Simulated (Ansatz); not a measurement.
# SnNH3S2 (SMILES [NH2][SnH]1[S][S]1): PBE/def2-SVP (core potential)

Aim: the electronic atomisation energy of SnNH3S2 at PBE/def2-SVP (core potential), from 5 runs. 

The calculation is run with Ansatz 0.2.0.

38 further runs of the same task are left out: 38 set aside as unsound or not needed.

## (1) The structure to begin with

SnNH3S2: 7 atoms, total charge 0, spin state singlet. As SMILES, `[NH2][SnH]1[S][S]1`. Geometry: relaxed at PBE0-D4/def2-TZVP. This is one conformer, not always the lowest.

Bond lengths: N1–Sn2 2.003 Å, Sn2–S3 2.358 Å, Sn2–S4 2.376 Å, S3–S4 2.178 Å, N1–H5 1.012 Å, N1–H6 1.012 Å, Sn2–H7 1.690 Å. Some angles: N1–Sn2–S3 115.2°, N1–Sn2–S4 120.4°, S3–Sn2–S4 54.8°, Sn2–S3–S4 63.0°, Sn2–S4–S3 62.2°, N1–Sn2–H7 112.0°, S3–Sn2–H7 122.2°, S4–Sn2–H7 121.1°, Sn2–N1–H5 114.3°, Sn2–N1–H6 112.7°.

## (2) The energy at PBE/def2-SVP (core potential)

molecule.yaml reads:

```yaml
crystal:
  periodic: [false, false, false]
  atoms:
    - {symbol: "N", position_ang: [-0.858900, 1.180400, 0.033200]}
    - {symbol: Sn, position_ang: [0.658800, -0.125900, 0.009600]}
    - {symbol: S, position_ang: [0.436900, -1.947300, 1.490200]}
    - {symbol: S, position_ang: [0.292300, -2.381600, -0.639300]}
    - {symbol: H, position_ang: [-0.847300, 1.845800, -0.729000]}
    - {symbol: H, position_ang: [-1.763700, 0.727200, 0.057900]}
    - {symbol: H, position_ang: [2.143100, 0.633400, -0.268300]}
basis:
  gaussian:
    orbitals: def2-SVP
hamiltonian:
  xc: {name: PBE}
accuracy: high
output: {orbitals: {seedname: orbitals}}
```

Started as:

```
$ ansatz run molecule.yaml --threads 1 --pin off --max-ram 2610MiB --events-out events.jsonl --progress --plain --runs-dir runs
```

The log of the run:

```text
Warning: RAYON_NUM_THREADS=1 ignored (pool sized by the plan → 1); use --threads N
Functional definition: PBE
  name "PBE"
  parameter kappa = 0.804
  parameter beta = 0.06672455060314922
  exchange = pbe_x(kappa = kappa, mu = beta*pi^2/3)
  correlation = pbe_c(beta = beta)
2063 factors; integrals over basis functions are off by at most 3.8e-9 eV
mean field evaluation 1: about -29013.3301 eV, gradient 6.4e1 eV
mean field evaluation 2: about -28952.0412 eV, gradient 1.4e2 eV
mean field evaluation 4: about -29020.7311 eV, gradient 1.9e1 eV
mean field evaluation 8: about -29021.9870 eV, gradient 2.5e-1 eV
mean field evaluation 16: about -29021.9809 eV, gradient 5.2e-5 eV
mean field -29021.98085803 eV, -1066.5381247274 hartree, gradient 5.0e-8 eV, S^2 0.000000; 0 other end points of the search recorded, 0 dependent functions left out
reference -29021.98086143 eV, -1066.5381248522 hartree; 32, 32 occupied and 59, 59 virtual orbitals, 2063 factors
Total energy: -29021.98086143 eV, -1066.5381248522 hartree
```

Run time: 8.7 s. Hardware: 1 thread of Arm Neoverse V1, shared host; peak memory 0.24 GiB.

## (3) The H atom, same level

in.yaml reads:

```yaml
crystal:
  periodic: [false, false, false]
  atoms:
    - {symbol: H, position_ang: [0.000000, 0.000000, 0.000000]}
basis:
  gaussian:
    orbitals: def2-SVP
magnetization:
  spin_polarized: true
  initial_magnetization: 1
hamiltonian:
  xc: pbe
accuracy: high
```

Run the same way, it converges to -0.49863 Eh (log not shown).

## (4) The N atom at the same level

run.yaml reads:

```yaml
basis:
  gaussian: {orbitals: def2-SVP}
crystal:
  periodic: [false, false, false]
  atoms:
    - symbol: "N"
      position_ang: [0.000000, 0.000000, 0.000000]
magnetization: {spin_polarized: true, initial_magnetization: 3}
hamiltonian: {xc: pbe}
accuracy: high
```

Run the same way, it converges to -54.46658 Eh (log not shown).

## (5) The S atom at the same level

molecule.yaml reads:

```yaml
crystal:
  periodic: [false, false, false]
  atoms:
    - {symbol: S, position_ang: [0.000000, 0.000000, 0.000000]}
basis:
  gaussian:
    orbitals: def2-SVP
magnetization:
  spin_polarized: true
  initial_magnetization: 2
hamiltonian:
  xc: pbe
accuracy: high
```

Run the same way, it converges to -397.80063 Eh (log not shown).

## (6) The Sn atom

job.yaml reads:

```yaml
crystal:
  periodic: [false, false, false]
  atoms:
    - symbol: Sn
      position_ang: [0.000000, 0.000000, 0.000000]
basis:
  gaussian: {orbitals: def2-SVP}
magnetization: {spin_polarized: true, initial_magnetization: 2}
hamiltonian: {xc: pbe}
accuracy: high
```

Run the same way, it converges to -214.24400 Eh (log not shown).

## (7) Outcome

Level: PBE/def2-SVP (core potential).

| quantity | value |
| --- | --- |
| molecule: total energy | -1066.53812 Eh |
| molecule: HOMO energy | -4.60 eV |
| molecule: LUMO energy | -2.11 eV |
| molecule: HOMO–LUMO gap | 2.49 eV |
| H atom: total energy | -0.49863 Eh |
| H atom: ⟨S²⟩ | 0.750 |
| N atom: total energy | -54.46658 Eh |
| N atom: ⟨S²⟩ | 3.752 |
| S atom: total energy | -397.80063 Eh |
| S atom: ⟨S²⟩ | 2.002 |
| Sn atom: total energy | -214.24400 Eh |
| Sn atom: ⟨S²⟩ | 2.002 |
| electronic atomisation energy | 19.875 eV |

What this shows: Taking the molecule apart into free atoms costs 19.88 eV (1918 kJ/mol), before zero-point energy and without spin-orbit coupling.
